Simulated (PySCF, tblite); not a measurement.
# C9H14Si: geometry, infrared bands and NMR shifts

Aim: predict the infrared bands and NMR shifts of C9H14Si (`C=C(C)C1=C[SiH2][C@H]2C[C@@H]1C2`).

Programs: tblite 0.8.0 and PySCF 2.14.0, with density-fitted response routines of our own. Each step states its level of theory. These are calculated values for one molecule in the gas phase, unless marked as measured. Atoms are numbered from 0 throughout.

## Step 1: The starting structure

24 atoms, charge 0, multiplicity 1; geometry from: force field or distance geometry start.

Bonds of the start (Å): C0–C1 1.35, C1–C2 1.51, C1–C3 1.45, C3–C4 1.36, C4–Si5 1.86, Si5–C6 2.01, C6–C7 1.56, C7–C8 1.57, C8–C9 1.57, C8–C3 1.52, C9–C6 1.56, C0–H10 1.09, C0–H11 1.07, C2–H12 1.08, C2–H13 1.09, C2–H14 1.11, C4–H15 1.09, Si5–H16 1.49, Si5–H17 1.49, C6–H18 1.09, C7–H19 1.10, C7–H20 1.09, C8–H21 1.09, C9–H22 1.10, C9–H23 1.11.

## Step 2: Optimising the geometry with GFN2-xTB

Job settings and geometry (Å):

```
{"job": {"kind": "relax", "xc": "GFN2-xTB", "basis": "xTB"}, "charge": 0, "multiplicity": 1}
C      2.394400    -1.484500    -0.263300
C      1.909300    -0.226300    -0.142700
C      2.822500     0.961600    -0.294100
C      0.508000     0.031000     0.150100
C      0.121100     0.834600     1.173500
Si    -1.681700     1.151500     1.528300
C     -2.432400     0.008200     0.049200
C     -1.652300     0.314300    -1.262900
C     -0.532100    -0.646000    -0.726300
C     -1.696600    -1.370600     0.045600
H      1.744400    -2.352600    -0.138900
H      3.427500    -1.675000    -0.481900
H      3.806100     0.679600    -0.637300
H      2.944200     1.495700     0.648700
H      2.394700     1.669100    -1.033300
H      0.817800     1.332900     1.840600
H     -2.034900     2.580800     1.332100
H     -2.072000     0.621700     2.861400
H     -3.523800     0.017400     0.041800
H     -2.157900    -0.072800    -2.157500
H     -1.381600     1.354900    -1.464500
H     -0.088800    -1.250500    -1.518400
H     -1.437200    -1.815700     1.018200
H     -2.210700    -2.139600    -0.560700
```

Launch:

```console
OMP_NUM_THREADS=1 python probes_run.py task.json out
```

This one command runs all jobs of the session in turn.

**Question.** This job is followed by: GFN2-xTB harmonic vibrations, gas phase; GIAO PBE0/pcSseg-1 NMR shielding, non-relativistic, gas phase. What will the session give for the following? strongest single infrared mode (GFN2-xTB); zero-point energy (GFN2-xTB); ¹³C shifts against TMS (PBE0/pcSseg-1, means over atoms taken as alike); ¹H shifts against TMS (PBE0/pcSseg-1, means over atoms taken as alike); ²⁹Si shifts against TMS (PBE0/pcSseg-1); surface potential, 1st and 99th percentile.

As calculated:

| quantity | value |
| --- | --- |
| strongest single infrared mode (GFN2-xTB) | 2217 cm⁻¹, 498 km/mol |
| zero-point energy (GFN2-xTB) | 124.3 kcal/mol |
| ¹³C shifts against TMS (PBE0/pcSseg-1, means over atoms taken as alike) | 183.7, 157.1, 118.5, 113.9, 42.7, 36.7, 25.8, 16.9 ppm |
| ¹H shifts against TMS (PBE0/pcSseg-1, means over atoms taken as alike) | 5.59, 5.33, 5.13, 4.60, 2.75, 2.70, 2.07, 1.83, 1.74 ppm |
| ²⁹Si shifts against TMS (PBE0/pcSseg-1) | -44.8 ppm |
| surface potential, 1st and 99th percentile | -0.65 V and 0.77 V |

**Reading.** Relaxing lowered the energy by 0.347 eV in 125 steps; the close pair that moved most is Si5–C6, from 2.015 to 1.897 Å. No mode is imaginary among the 66: a minimum at this level. The strongest single mode, at 2217 cm⁻¹, moves mainly H16 and H17. GFN2-xTB is a fitted tight-binding method: band positions and strengths are rough. Its intensities can rank the bands wrongly. The most deshielded hydrogen is H15 (hydrogen on an alkene CH), at 5.59 ppm: attached to an sp2 carbon and in the plane of the double bond. At PBE0/pcSseg-1: The widest tensor belongs to C3: span 255 ppm, with a paramagnetic part of -254 ppm. By nearest atom (PBE0/pcSseg-1), the HOMO sits on C4 27 %; C0 22 % and the LUMO on C3, C4 about 20 % each; C0 16 %.
